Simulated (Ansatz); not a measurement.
EuMg3, space group Fm-3m: a comparison of magnetic orders, run with Ansatz 0.2.0, Python API.

Script `eumg3_orders.py`:
```python
"""Magnetic orders of EuMg3 compared."""

import ansatz as az
import numpy as np


def count_gap(report):
    # lowest empty less highest filled band, counting bands; zero where they overlap
    return max(report.get("gap_by_band_count_ev") or 0.0, 0.0)

CELL = [
    (0.0, 3.74605, 3.74605),
    (7.492099, 0.0, 7.492099),
    (3.74605, 3.74605, 0.0),
]
ATOMS = [
    ("Eu", (0.0, 0.0, 0.0)),
    ("Mg", (0.5, 0.25, 0.5)),
    ("Mg", (0.25, 0.125, 0.25)),
    ("Mg", (0.75, 0.375, 0.75)),
    ("Eu", (0.0, 0.5, 0.0)),
    ("Mg", (0.5, 0.75, 0.5)),
    ("Mg", (0.25, 0.625, 0.25)),
    ("Mg", (0.75, 0.875, 0.75)),
]


def magnet(moments):
    crystal = az.Crystal(lattice=az.Lattice.of(CELL))
    for (symbol, position), moment in zip(ATOMS, moments):
        crystal = crystal.atom(symbol, position, moment=moment or None)
    return crystal

# starting moments in muB, one an atom
orders = {
    "FM": [7, 0, 0, 0, 7, 0, 0, 0],
    "AFM": [7, 0, 0, 0, -7, 0, 0, 0],
}

rows = []
for label, moments in orders.items():
    model = (
        magnet(moments).calculation()
        .functional("r2scan", dispersion="D4")
        .basis(630)
        .accuracy("low")
        .kpoints(6, 6, 6, center="monkhorst-pack")
        .occupations("fermi_dirac", width=0.1)
        .scf(tolerance=1e-07, lower_state_search="light")
        .spin("collinear")
        .band_table()
    )
    r = model.run().report
    rows.append((label, r["free_energy_ev"], r["magnetization_mub"], r["absolute_magnetization_mub"], max(abs(m) for m in r["site_moments_mub"]), count_gap(r)))
    print(label, "site moments:", [round(m, 2) for m in r["site_moments_mub"]])

lowest = min(row[1] for row in rows)
rows = [(row[0], 1000 * (row[1] - lowest) / 2, *row[2:]) for row in sorted(rows, key=lambda row: row[1])]
lines = [",".join(["order", "meV/magnetic atom", "net muB", "absolute muB", "largest site muB", "gap by band count eV"])] + [",".join(f"{v:.4f}" if isinstance(v, float) else str(v) for v in row) for row in rows]
print("\n".join(lines))
with open("orders.csv", "w") as handle:
    handle.write("\n".join(lines) + "\n")
print("lowest of these starts:", rows[0][0])
```

Which magnetic state ends lowest, and by how much?

In order of energy: antiferro- or ferrimagnetic (+0.0 meV an atom, largest site moment 6.92 μB) and ferromagnetic (+11.8 meV an atom, largest site moment 6.85 μB). These are the states reached from the starts typed.

The run itself:

```console
$ python eumg3_orders.py
DeckWarning: crystal.symmetry: narrowed to the stabiliser of the k-point mesh — unitary ops 24 → 8; excluded 16 operations that carry a point of the 6×6×6 mesh (shift [0.5, 0.5, 0.5]) off the mesh (the run samples exactly the mesh kpoints.mp_grid names, as [...]
RunWarning: dispersion: an atom stands within reach of a switch of its C6 between two reference coordination numbers of its element: through that C6 alone, e_disp changes by 0.025 eV or more while the distances to its neighbours run over a stretch of 0.05 Å [...]
FM site moments: [6.85, -0.03, 0.04, 0.04, 6.85, -0.03, 0.04, 0.04]
DeckWarning: crystal.symmetry: narrowed to the stabiliser of the k-point mesh — unitary ops 12 → 4; excluded 8 operations that carry a point of the 6×6×6 mesh (shift [0.5, 0.5, 0.5]) off the mesh (the run samples exactly the mesh kpoints.mp_grid names, as [...]
AFM site moments: [6.92, -0.0, 0.01, -0.01, -6.92, 0.0, -0.01, 0.01]
order,meV/magnetic atom,net muB,absolute muB,largest site muB,gap by band count eV
AFM,0.0000,0.0000,15.3067,6.9199,0.0000
FM,47.2276,14.3030,14.4533,6.8458,0.0000
lowest of these starts: AFM
```
(Warnings from the package without file and line, shortened.)

These settings explore the input space; cutoff and mesh may be short of convergence. Open f shells: without a Hubbard U, without spin-orbit coupling; the state reached hangs on the start and needn't be the lowest. Dispersion corrections can be off by several per cent in the lattices of metals, and by several GPa in the pressure at a fixed cell. A gap by band count of zero or less means overlapping bands, a metal. r2SCAN tends to overestimate the moments of itinerant magnets. This cell is a computed structure, which may not be the phase found in nature. Levels are Kohn-Sham eigenvalues on this mesh, without spin-orbit coupling. Each row is the state reached from that start at the given structure, not necessarily the lowest of its order; other orders weren't tried. The whole script took 10 min on 1 thread of Arm Neoverse V2, on a shared host, peak memory 2.2 GiB.

(Lines on the test bed's own set-up are left out of the output.)
